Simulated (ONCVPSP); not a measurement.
**An ONCV potential for Gd, from input to tests**

Aim: build the potential from the settings below, then test how well it stands in for the atom: other configurations, scattering, ghost states and the plane-wave cutoff that it needs.

Program: ONCVPSP 4.0.1. Reference atom: PBE, fully relativistic, spherical and spin-unpolarised. All values are calculated.

## (1) Starting point

The settings as typed:

```
element                 : gadolinium (Gd, Z = 64)
type                    : optimised norm-conserving Vanderbilt (ONCV)
frozen core             : [Xe]
valence charge          : 10
reference configuration : 4f7 5d1 6s2
partial waves           : 6s: rc 2.80 bohr, ncon 4, nbas 8, qcut 2.6 1/bohr, 2 projectors, debl 1.5 Ha; p scattering state at 0.38 Ha: rc 3.30 bohr, ncon 3, nbas 6, qcut 2.2 1/bohr, 2 projectors, debl 2.4 Ha; 5d: rc 3.65 bohr, ncon 4, nbas 8, qcut 4.8 1/bohr, 2 projectors, debl 1.5 Ha; 4f: rc 1.25 bohr, ncon 3, nbas 7, qcut 13 1/bohr, local
local potential         : the f channel
core correction         : Teter function fitted to the true core (icmod 2), fcfact 0.2
```

The outer shells as boxes (Hund's rule for the drawing; the calculation is spin-unpolarised):

```
[Xe] core
4f [↑ ][↑ ][↑ ][↑ ][↑ ][↑ ][↑ ]
5d [↑ ][  ][  ][  ][  ]
6s [↑↓]
```

## (2) The generation run

Input file Gd.dat:

```
# ATOM AND REFERENCE CONFIGURATION
# atsym  z   nc   nv     iexc    psfile
  Gd 64.00   11    3        4      upf
#
#   n    l    f
    1    0    2.00
    2    0    2.00
    2    1    6.00
    3    0    2.00
    3    1    6.00
    3    2   10.00
    4    0    2.00
    4    1    6.00
    4    2   10.00
    5    0    2.00
    5    1    6.00
    4    3    7.00
    5    2    1.00
    6    0    2.00
#
# PSEUDOPOTENTIAL AND OPTIMIZATION
# lmax
    3
#
#   l,   rc,      ep,       ncon, nbas, qcut
    0    2.80    0.00    4    8    2.60
    1    3.30    0.38    3    6    2.20
    2    3.65    0.00    4    8    4.80
    3    1.25    0.00    3    7   13.00
#
# LOCAL POTENTIAL
# lloc, lpopt,  rc(5),   dvloc0
    3    5    1.25    0.00
#
# VANDERBILT-KLEINMAN-BYLANDER PROJECTORs
# l, nproj, debl
    0    2    1.50
    1    2    2.40
    2    2    1.50
    3    0    2.60
#
# MODEL CORE CHARGE
# icmod, fcfact, rcfact
    2    0.20    1.00
#
# LOG DERIVATIVE ANALYSIS
# epsh1, epsh2, depsh
   -2.00    5.00    0.02
#
# OUTPUT GRID
# rlmax, drl
    6.00    0.01
#
# TEST CONFIGURATIONS
# ncnf
    4
# nvcnf
#   n    l    f
    3
    4    3    7.00
    5    2    1.00
    6    0    1.00
#
    3
    4    3    7.00
    5    2    1.00
    6    0    0.00
#
    3
    4    3    7.00
    5    2    0.00
    6    0    0.00
#
    3
    4    3    6.00
    5    2    2.00
    6    0    2.00
#
```

Run with:

```
oncvpspr.x < Gd.dat > Gd.out
```

What does the calculation give? Wanted: cutoffs for 1 and 0.1 mHa per electron, occupied waves; bound ghosts; GHOST(+) flags; largest miss of a reference level; configuration tests; largest phase difference near zero energy, channels read; rms error of d²Exc/dn², without and with the model core; projector energies reset by the program.

The runs gave:

| quantity | value |
| --- | --- |
| cutoffs for 1 and 0.1 mHa per electron, occupied waves | 73 Ha and 81 Ha |
| bound ghosts | s at -260.98 eV, s at -45.74 eV, p3/2 at -340.34 eV, p1/2 at -332.60 eV |
| GHOST(+) flags | p3/2 at 22 eV, d5/2 at 43 eV, p1/2 at 30 eV, d3/2 at 62 eV |
| largest miss of a reference level | 433 meV (4f) |
| configuration tests | no usable energy difference |
| largest phase difference near zero energy, channels read | 0.038 rad |
| rms error of d²Exc/dn², without and with the model core | 14.04 and 11.89 mHa |
| projector energies reset by the program | p: 0.050, 2.450 Ha |

It has a bound ghost (s, p3/2, p1/2), a state that the atom doesn't have, and that rules the file out. Already in the reference configuration the 4f level is off by 433 meV: its channel is the local one, which carries no spin-orbit splitting. Of the tests 4 gave no usable energy difference, which is a warning in itself. It counts as very hard, with 73 Ha needed at the looser tolerance. At the looser tolerance the 4f wave is the slowest; 5d needs 7 Ha. Near zero energy the largest phase difference among the channels read is 0.04 rad, in the f5/2 channel. The program also flags highly localised states, GHOST(+) (p3/2, d5/2, p1/2, d3/2). All of this concerns the isolated atom, not yet a solid.
